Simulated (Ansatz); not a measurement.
# CH6GeOSi: up Jacob's ladder to CCSD(T)

One table from this session's results is given with a row withheld; the runs are named, their logs left out.

Method: functionals in def2-TZVPP, the program's frozen cores in correlated methods; program: Ansatz 0.2.0, Gaussian basis.

The runs, in order: LDA (SPW92), PBE-D4, revPBE-D4, BLYP-D4, r2SCAN-D4, B97M-V, PBE0-D4, B3LYP-D4, r2SCANh-D4, r2SCAN0-D4, HSE06-D4, BHLYP-D4, CAM-B3LYP-D4, LC-ωPBE, ωB97X-V, ωB97M-V, B2PLYP, PBE-QIDH; CCSD(T)/def2-SVP; CCSD(T)/def2-TZVPP; MP2/def2-QZVPP; extrapolation to the limit; RPA on PBE.

### Structure used throughout

An earlier PBE0-D4 in a triple-zeta def2 set relaxation fixed the geometry.

SMILES `[CH3][GeH]1[O][SiH2]1`, 10 atoms, charge 0, spin multiplicity 1.

Atoms are counted from 1 here; the program's logs count them from 0.

Bond lengths: C1–Ge2 1.944 Å, C1–H5 1.089 Å, C1–H6 1.091 Å, C1–H7 1.091 Å, Ge2–O3 1.893 Å, Ge2–Si4 2.258 Å, Ge2–H8 1.540 Å, O3–Si4 1.652 Å, Si4–H9 1.485 Å, Si4–H10 1.486 Å. Angles: Ge2–C1–H5 110.1°, Ge2–C1–H6 110.2°, Ge2–C1–H7 109.1°, H5–C1–H6 109.2°, H5–C1–H7 109.3°, H6–C1–H7 108.9°, C1–Ge2–O3 108.9°, C1–Ge2–Si4 124.9°, C1–Ge2–H8 112.0°, O3–Ge2–Si4 45.9°, O3–Ge2–H8 108.0°, Si4–Ge2–H8 122.0°, Ge2–O3–Si4 78.8°, Ge2–Si4–O3 55.4°, Ge2–Si4–H9 123.6°, Ge2–Si4–H10 122.8°, O3–Si4–H9 117.0°, O3–Si4–H10 116.7° and more.

The first run:

File in.yaml:

```yaml
crystal:
  periodic: [false, false, false]
  atoms:
    - {symbol: C, position_ang: [-1.463236, 0.357781, -0.953528]}
    - {symbol: Ge, position_ang: [-0.387504, -0.373322, 0.491313]}
    - {symbol: O, position_ang: [1.245597, -1.012839, -0.222160]}
    - {symbol: Si, position_ang: [1.785876, 0.114918, 0.857956]}
    - {symbol: H, position_ang: [-0.916066, 1.148990, -1.464588]}
    - {symbol: H, position_ang: [-2.396730, 0.763039, -0.559561]}
    - {symbol: H, position_ang: [-1.694606, -0.438197, -1.663607]}
    - {symbol: H, position_ang: [-1.090839, -1.546964, 1.199089]}
    - {symbol: H, position_ang: [2.554580, -0.384361, 2.026821]}
    - {symbol: H, position_ang: [2.446126, 1.319557, 0.291163]}
basis:
  gaussian: {orbitals: def2-TZVPP}
hamiltonian: {xc: lda}
output: {orbitals: {seedname: orbitals}}
```

Steps of the session up to this table: LDA; PBE-D4 (GGA); revPBE-D4 (GGA); BLYP-D4 (GGA); r2SCAN-D4 (meta-GGA); B97M-V (meta-GGA); PBE0-D4 (hybrid); B3LYP-D4 (hybrid); r2SCANh-D4 (hybrid); r2SCAN0-D4 (hybrid); HSE06-D4 (hybrid); BHLYP-D4 (hybrid); CAM-B3LYP-D4 (range-separated); LC-ωPBE (range-separated); ωB97X-V (range-separated); ωB97M-V (range-separated); B2PLYP (double hybrid); PBE-QIDH (double hybrid).

One of the session's tables, all rows but one given; the rest of the session is left out.

It belongs to the step «Orbital energies across the functionals». 

```
  functional  HOMO (eV)  gap (eV)
 LDA (SPW92)      -5.82      3.96
      PBE-D4      -5.67      4.04
   revPBE-D4      -5.62      4.07
     BLYP-D4          ?         ?
   r2SCAN-D4      -5.89      4.49
      B97M-V      -5.94      4.47
     PBE0-D4      -6.73      5.92
    B3LYP-D4      -6.55      5.50
  r2SCANh-D4      -6.29      5.17
  r2SCAN0-D4      -6.88      6.20
    HSE06-D4      -6.34      5.16
    BHLYP-D4      -7.69      7.77
CAM-B3LYP-D4      -7.98      8.15
     LC-ωPBE      -9.23     10.53
     ωB97X-V      -8.92     10.13
     ωB97M-V      -8.78      9.72
```

Q: Estimate the row for BLYP-D4 from the others.

Worked estimate for «HOMO (eV)». Against the share of exact exchange, B3LYP-D4 (0.2, -6.55), BHLYP-D4 (0.5, -7.69) give a slope of -3.80 per unit share; at 0 the line stands at -5.79.

As computed: HOMO (eV): -5.54; gap (eV): 3.99. In «HOMO (eV)» the line misses by -0.25.
